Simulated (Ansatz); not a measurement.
# CH5GeNS: one species, many methods

Aim: compute CH5GeNS with functionals from several rungs and with coupled cluster. The yardstick is the atomisation energy at the CCSD(T) limit.

Program: Ansatz 0.2.0, Gaussian basis. Level of theory: functionals in def2-TZVPP, the program's frozen cores in correlated methods. These are calculated values, not measurements.

The runs, in order: PBE-D4, r2SCAN-D4, PBE0-D4, B3LYP-D4, ωB97X-V, ωB97M-V, B2PLYP; CCSD(T)/def2-TZVPP; MP2/def2-QZVPP; extrapolation to the limit.

**1. Structure used throughout**

An earlier PBE0-D4/def2-TZVP relaxation fixed the geometry.

SMILES `[SH][GeH]1[CH2][NH]1`, 9 atoms, charge 0, spin multiplicity 1.

Atoms are counted from 1 here; the program's logs count them from 0.

Bond lengths: S1–Ge2 2.203 Å, S1–H5 1.344 Å, Ge2–C3 1.912 Å, Ge2–N4 1.860 Å, Ge2–H6 1.525 Å, C3–N4 1.491 Å, C3–H7 1.087 Å, C3–H8 1.089 Å, N4–H9 1.013 Å. Angles: Ge2–S1–H5 91.6°, S1–Ge2–C3 124.6°, S1–Ge2–N4 113.4°, S1–Ge2–H6 112.4°, C3–Ge2–N4 46.5°, C3–Ge2–H6 121.8°, N4–Ge2–H6 120.1°, Ge2–C3–N4 64.9°, Ge2–C3–H7 120.4°, Ge2–C3–H8 118.0°, N4–C3–H7 114.0°, N4–C3–H8 118.2°, H7–C3–H8 113.0°, Ge2–N4–C3 68.6°, Ge2–N4–H9 117.7°, C3–N4–H9 112.9°.

**2. PBE-D4 (GGA)**

File in.yaml:

```yaml
crystal:
  periodic: [false, false, false]
  atoms:
    - {symbol: S, position_ang: [-0.675917, 1.573360, -1.950224]}
    - {symbol: Ge, position_ang: [0.390393, 0.777735, -0.194754]}
    - {symbol: C, position_ang: [0.482799, -1.073979, 0.273238]}
    - {symbol: N, position_ang: [-0.661683, -0.327328, 0.869320]}
    - {symbol: H, position_ang: [-1.641609, 0.646291, -1.829465]}
    - {symbol: H, position_ang: [1.303612, 1.815373, 0.449870]}
    - {symbol: H, position_ang: [0.188419, -1.837796, -0.441753]}
    - {symbol: H, position_ang: [1.287170, -1.395347, 0.932921]}
    - {symbol: H, position_ang: [-0.584685, -0.224509, 1.873949]}
basis:
  gaussian: {orbitals: def2-TZVPP}
hamiltonian: {xc: pbe, dispersion: d4}
output: {forces: true, orbitals: {seedname: orbitals}}
```

The run is started by

```sh
> ansatz run in.yaml --threads 4 --pin off --events-out ev --progress --plain --max-ram 10444MiB
```

Further steps of the session: r2SCAN-D4 (meta-GGA); PBE0-D4 (hybrid); B3LYP-D4 (hybrid); ωB97X-V (range-separated); ωB97M-V (range-separated); B2PLYP (double hybrid); CCSD(T) in def2-TZVPP; MP2 in def2-QZVPP.

**Question.** What will the summary of the whole plan be? Wanted: atomisation energy, CCSD(T)/CBS; farthest; mean size of error, hybrid; mean size of error, range-separated; gap, smallest and largest; T1 diagnostic; triples share of the correlation energy.

**Answer**, as computed:

```
                               quantity                                           value
        atomisation energy, CCSD(T)/CBS                                   2883.0 kJ/mol
 functionals within 28.8 kJ/mol (1.0 %)  r2SCAN-D4, PBE0-D4, B3LYP-D4, ωB97X-V, ωB97M-V
                               farthest                           PBE-D4 (+63.6 kJ/mol)
             mean size of error, hybrid                                     12.1 kJ/mol
    mean size of error, range-separated                                      8.6 kJ/mol
              gap, smallest and largest            3.93 eV (PBE-D4), 10.36 eV (ωB97X-V)
                          T1 diagnostic                                          0.0123
triples share of the correlation energy                                           4.3 %
```

**Reading.** PBE-D4 is off by +63.6 kJ/mol, about 7.1 kJ/mol a bond. Double hybrids carry the basis error of their MP2 part in triple zeta, and no dispersion term here, so their miss is partly the set-up's. The reference freezes the cores and leaves out relativity and excitations past (T), and its outer-core shells are covered unevenly, so misses under about 28.8 kJ/mol can't be ranked. Hartree-Fock recovers 66 % of the binding; the rest is correlation. Orbital gaps span 3.9 to 10.4 eV; exact exchange widens them. Correlated methods include outer-core shells of Ge, which these sets cover unevenly.
